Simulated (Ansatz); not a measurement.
The system is CsLiCr2Te2S3.

```
CELL_PARAMETERS angstrom
3.67471 -0.00018 -0.00146
0.00068 6.25849 0.00267
0.09970 0.01509 18.87835
ATOMIC_POSITIONS crystal
Cs 0.00702 0.99658 0.60964
Cs 0.50622 0.49563 0.63737
Li 0.49757 0.83290 0.98554
Li 0.99760 0.33501 0.98513
Cr 0.99390 0.00068 0.13453
Cr 0.49393 0.50024 0.13461
Cr 0.00147 0.66940 0.83098
Cr 0.50140 0.16737 0.83340
Te 0.01027 0.59621 0.46271
Te 0.51068 0.22697 0.45459
Te 0.49158 0.83669 0.22777
Te 0.99165 0.33648 0.22784
S 0.99971 0.99979 0.90043
S 0.49974 0.50461 0.89926
S 0.99553 0.66614 0.07188
S 0.49551 0.16656 0.07160
S 0.50316 0.84068 0.76492
S 0.00305 0.32804 0.76778
```

The cell was built by a generator and needn't be a form met in nature.

Base run:

| Property | Result |
| --- | --- |
| Program | Ansatz 0.2.0 |
| Functional | revPBE |
| Potentials or basis | Ansatz PAW |
| Cutoff | 420 eV (not typed: the program's choice for these potentials) |
| k mesh | 7 × 5 × 2 |
| Occupations | fermi-dirac, width 0.05 eV |
| Spin | collinear spin, ferromagnetic start |
| Starting moments | [0.0, 0.0, 0.0, 0.0, 3.0, 3.0, 3.0, 3.0, 0.0, 0.0, 0.0, 0.0, 0.0, 0.0, 0.0, 0.0, 0.0, 0.0] μB |

Its results: band gap on the k mesh none (metal or under the smearing width); pressure 1.6 GPa; net moment 11.48 μB per cell; site moments Cs +0.00, -0.00; Li -0.01; Cr +2.66, +2.79, +2.76; Te -0.00, -0.15; S -0.06, -0.07 μB; largest force 0.107 eV/Å.

Question: The run is repeated on the same cell with these changes: functional from revPBE to LDA. What comes out?

Answer: Band gap on the k mesh none (metal or under the smearing width); pressure -4.8 GPa; net moment 11.34 μB per cell; site moments Cs +0.00, -0.00; Li -0.00, -0.01; Cr +2.57, +2.76, +2.72; Te -0.00, -0.14; S -0.05, -0.06 μB; largest force 0.590 eV/Å.

LDA binds more tightly than revPBE, so the same cell stands under less pressure.

Caveats: spin-orbit coupling is left out, which moves the levels of the heavy elements; only a ferromagnetic start was run, and an antiferromagnetic order may lie lower in energy; the PAW data sets come from PBE, with cores solved anew for the run's functional, which leaves a small shift of forces and pressure.
